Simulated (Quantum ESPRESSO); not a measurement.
HfB under changes of volume

One of the cells (12.326 Å³/atom); the others are scaled copies at fixed shape and fractional positions:

```xyz
2
Lattice="0.0000 2.3100 2.3100 2.3100 0.0000 2.3100 2.3100 2.3100 0.0000" Properties=species:S:1:pos:R:3 pbc="T T T"
Hf    2.3100    2.3100    2.3100
B     0.0000    0.0000    0.0000
```

* Program: Quantum ESPRESSO 7.5
* Functional: r2SCAN
* Potentials or basis: SG15 PBE 1.2
* Cutoff: 952 eV
* Density cutoff: 3810 eV
* k mesh: 8 × 8 × 8
* Occupations: fermi-dirac, width 0.05 eV
* Spin: no spin polarisation

```tsv
volume (Å³/atom)	energy over the lowest point (meV/atom)	pressure (GPa)
11.587	183.15	36.5
11.833	131.79	30.2
12.080	89.78	24.4
12.326	56.33	19.1
12.573	?	?
12.819	12.09	9.9
13.066	0.00	5.8
```

What does the run at 12.573 Å³/atom give?

Energy over the lowest point 30.66 meV/atom; pressure 14.3 GPa.

Worked out: A Birch-Murnaghan fit of order 3 (a polynomial in V^(-2/3)) to the other rows has no minimum within the range. It gives 30.62 meV/atom at 12.573 Å³/atom, against the run's 30.66, and -dE/dV = 14.3 GPa, against 14.3.

Energies are extrapolated to zero smearing.

Caveats: the potentials were made for another functional, which shifts forces and pressure.
